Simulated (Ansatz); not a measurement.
# C₂H₆FNO₂W: a ladder of functionals and wavefunction methods

The task here is to estimate one member of a computed series from the others.

Method: functionals in def2-TZVPP, the program's frozen cores in correlated methods; program: Ansatz 0.2.0, Gaussian basis.

Plan: LDA (SPW92), PBE-D4, revPBE-D4, BLYP-D4, r2SCAN-D4, B97M-V, PBE0-D4, B3LYP-D4, r2SCANh-D4, r2SCAN0-D4, HSE06-D4, BHLYP-D4, CAM-B3LYP-D4, LC-ωPBE, ωB97X-V, ωB97M-V, B2PLYP, PBE-QIDH; CCSD(T)/def2-SVP; CCSD(T)/def2-TZVPP; MP2/def2-QZVPP; extrapolation to the limit; RPA on PBE.

**The geometry**

The geometry comes from an earlier relaxation with PBE0-D4 in a triple-zeta def2 set; it is a stationary point, not always the lowest conformer. W takes the def2 core potential; no spin-orbit term is included.

SMILES `C[N]=[W](=[O])([F])[O]C`, 13 atoms, charge 0, spin multiplicity 1.

Atoms are counted from 1 here; the program's logs count them from 0.

Bond lengths: C1–N2 1.420 Å, C1–H8 1.094 Å, C1–H9 1.095 Å, C1–H10 1.096 Å, N2–W3 1.744 Å, W3–O4 1.708 Å, W3–F5 1.877 Å, W3–O6 1.865 Å, O6–C7 1.406 Å, C7–H11 1.092 Å, C7–H12 1.093 Å, C7–H13 1.093 Å. Angles: N2–C1–H8 110.2°, N2–C1–H9 110.3°, N2–C1–H10 111.5°, H8–C1–H9 107.6°, H8–C1–H10 108.7°, H9–C1–H10 108.5°, C1–N2–W3 154.9°, N2–W3–O4 108.0°, N2–W3–F5 108.5°, N2–W3–O6 107.6°, O4–W3–F5 110.8°, O4–W3–O6 109.4°, F5–W3–O6 112.3°, W3–O6–C7 137.6°, O6–C7–H11 108.8°, O6–C7–H12 111.0°, O6–C7–H13 109.5°, H11–C7–H12 109.3° and more.

The first run:

in.yaml reads:

```yaml
crystal:
  periodic: [false, false, false]
  atoms:
    - {symbol: C, position_ang: [0.741379, -2.010654, 0.947791]}
    - {symbol: N, position_ang: [0.754384, -0.630694, 0.615040]}
    - {symbol: W, position_ang: [0.376443, 1.054888, 0.854864]}
    - {symbol: O, position_ang: [-0.578864, 1.185776, 2.265023]}
    - {symbol: F, position_ang: [1.984742, 2.003528, 1.048798]}
    - {symbol: O, position_ang: [-0.611878, 1.628213, -0.619586]}
    - {symbol: C, position_ang: [-1.116800, 1.076374, -1.810640]}
    - {symbol: H, position_ang: [1.762870, -2.371036, 1.104355]}
    - {symbol: H, position_ang: [0.306304, -2.593651, 0.129902]}
    - {symbol: H, position_ang: [0.159897, -2.199689, 1.856869]}
    - {symbol: H, position_ang: [-0.908347, 1.764900, -2.632667]}
    - {symbol: H, position_ang: [-0.651266, 0.110010, -2.022943]}
    - {symbol: H, position_ang: [-2.198365, 0.947233, -1.722107]}
basis:
  gaussian: {orbitals: def2-TZVPP}
hamiltonian: {xc: lda}
output: {orbitals: {seedname: orbitals}}
```

Command:

```console
$ ansatz run in.yaml --threads 2 --pin off --events-out ev --progress --plain --max-ram 32768MiB --backend cuda --devices 0, --max-vram 18GiB
```

Among the steps run: LDA; PBE-D4 (GGA); revPBE-D4 (GGA); BLYP-D4 (GGA); r2SCAN-D4 (meta-GGA); B97M-V (meta-GGA); PBE0-D4 (hybrid); B3LYP-D4 (hybrid); r2SCANh-D4 (hybrid); r2SCAN0-D4 (hybrid); HSE06-D4 (hybrid); BHLYP-D4 (hybrid); CAM-B3LYP-D4 (range-separated); LC-ωPBE (range-separated); ωB97X-V (range-separated); ωB97M-V (range-separated); B2PLYP (double hybrid); PBE-QIDH (double hybrid).

One of the session's tables, all rows but one given; the rest of the session is left out.

It belongs to the step «Orbital energies across the functionals». 

| functional | HOMO (eV) | gap (eV) |
| --- | --- | --- |
| LDA (SPW92) | -6.45 | 4.35 |
| PBE-D4 | -6.26 | 4.41 |
| revPBE-D4 | -6.18 | 4.43 |
| BLYP-D4 | -6.15 | 4.38 |
| r2SCAN-D4 | ? | ? |
| B97M-V | -6.62 | 4.88 |
| PBE0-D4 | -7.64 | 6.57 |
| B3LYP-D4 | -7.42 | 6.10 |
| r2SCANh-D4 | -7.05 | 5.60 |
| r2SCAN0-D4 | -7.83 | 6.83 |
| HSE06-D4 | -7.23 | 5.79 |
| BHLYP-D4 | -8.94 | 8.77 |
| CAM-B3LYP-D4 | -9.00 | 8.99 |
| LC-ωPBE | -10.28 | 11.47 |
| ωB97X-V | -9.96 | 11.05 |
| ωB97M-V | -9.89 | 10.91 |

Estimate the missing values for r2SCAN-D4.

Worked estimate for «HOMO (eV)». Against the share of exact exchange, r2SCANh-D4 (0.1, -7.05), r2SCAN0-D4 (0.25, -7.83) give a slope of -5.20 per unit share; at 0 the line stands at -6.53.

The run gave: HOMO (eV): -6.54; gap (eV): 4.79. In «HOMO (eV)» the line misses by +0.01.
